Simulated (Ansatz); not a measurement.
Geometry optimisation, DFT PBE, scalar-relativistic, plane waves, PAW in Ansatz.

Input file:

```yaml
accuracy: low
crystal:
  lattice:
    - [7.67918, 0.0, 0.0]
    - [3.83959, 6.650365, 0.0]
    - [0.0, 0.0, 19.868765]
  atoms:
    - { symbol: H, position: [0.1666667, 0.1666667, 0.0503303] }
    - { symbol: H, position: [0.6666667, 0.1666667, 0.0503303] }
    - { symbol: H, position: [0.1666667, 0.6666667, 0.0503303] }
    - { symbol: H, position: [0.6666667, 0.6666667, 0.0503303] }
    - { symbol: Si, position: [0.1666667, 0.1666667, 0.1258256] }
    - { symbol: Si, position: [0.6666667, 0.1666667, 0.1258256] }
    - { symbol: Si, position: [0.1666667, 0.6666667, 0.1258256] }
    - { symbol: Si, position: [0.6666667, 0.6666667, 0.1258256] }
    - { symbol: Si, position: [-0.1666667, 0.3333333, 0.1652721] }
    - { symbol: Si, position: [0.3333333, 0.3333333, 0.1652721] }
    - { symbol: Si, position: [-0.1666667, 0.8333333, 0.1652721] }
    - { symbol: Si, position: [0.3333333, 0.8333333, 0.1652721] }
    - { symbol: Si, position: [-0.1666667, 0.3333333, 0.2836116] }
    - { symbol: Si, position: [0.3333333, 0.3333333, 0.2836116] }
    - { symbol: Si, position: [-0.1666667, 0.8333333, 0.2836116] }
    - { symbol: Si, position: [0.3333333, 0.8333333, 0.2836116] }
    - { symbol: Si, position: [0.0, 0.0, 0.3230581] }
    - { symbol: Si, position: [0.5, 0.0, 0.3230581] }
    - { symbol: Si, position: [0.0, 0.5, 0.3230581] }
    - { symbol: Si, position: [0.5, 0.5, 0.3230581] }
    - { symbol: H, position: [0.5, 0.0, 0.3960369] }
    - { symbol: H, position: [0.0, 0.5, 0.3960369] }
    - { symbol: H, position: [0.5, 0.5, 0.3960369] }
    - { symbol: Br, position: [0.673454, 0.6720616, 0.3804346] }
basis:
  ecutwfc: 420.0
kpoints:
  mp_grid: { grid: [2, 2, 1] }
hamiltonian:
  xc: pbe
  pseudopotentials: { kind: paw, azcp: { folder: soft_1 } }
scf:
  occupations: { method: fermi_dirac, width: 0.05 }
  lower_state_search: "off"
relax:
  f_tol: 0.08
  max_steps: 25
  adjacent_minimum: "off"
  constraints: [{ sites: [0, 1, 2, 3, 4, 5, 6, 7] }]
```

Command:

```bash
$ ansatz run input.yaml --threads 1 --pin off --max-ram 3072MiB --backend cpu --events-out ev --progress --plain --runs-dir out
```

Problem. Where does it end, and by what steps?

Solution. The run converged. The threshold is loose, so the end isn't yet a minimum. Limits of this set-up: coarse k mesh, thin slab, slab without dipole correction, low accuracy level. After 7 steps the energy has fallen by 2.938 eV; Br24 moved furthest, 0.88 Å.

```tsv
step	energy less start (eV)	largest force component (eV/Å)	accepted
0	0.0000	3.186	yes
1	-1.1085	2.381	yes
2	-1.8069	1.683	yes
3	-2.4000	0.996	yes
4	-2.7908	0.475	yes
5	-2.9076	0.286	yes
6	-2.9302	0.102	yes
7	-2.9376	0.062	yes
```

```xyz
24
Lattice="7.6792 0.0000 0.0000 3.8396 6.6504 0.0000 0.0000 0.0000 19.8688" Properties=species:S:1:pos:R:3
H 1.920 1.108 1.000
H 5.759 1.108 1.000
H 3.840 4.434 1.000
H 7.679 4.434 1.000
Si 1.920 1.108 2.500
Si 5.759 1.108 2.500
Si 3.840 4.434 2.500
Si 7.679 4.434 2.500
Si 0.000 2.218 3.299
Si 3.839 2.217 3.164
Si 1.919 5.542 3.307
Si 5.760 5.541 3.298
Si -0.013 2.292 5.720
Si 3.818 2.206 5.447
Si 1.836 5.495 5.737
Si 5.817 5.494 5.718
Si -0.014 -0.007 5.859
Si 3.822 0.097 6.474
Si 1.994 3.264 6.477
Si 5.648 3.263 6.452
H 3.812 0.512 7.901
H 2.354 3.045 7.901
H 5.352 3.092 7.899
Br 7.708 4.447 8.441
```

Run time: 86 s on 1 thread of Arm Neoverse V2, on a shared host, peak memory 0.98 GiB.
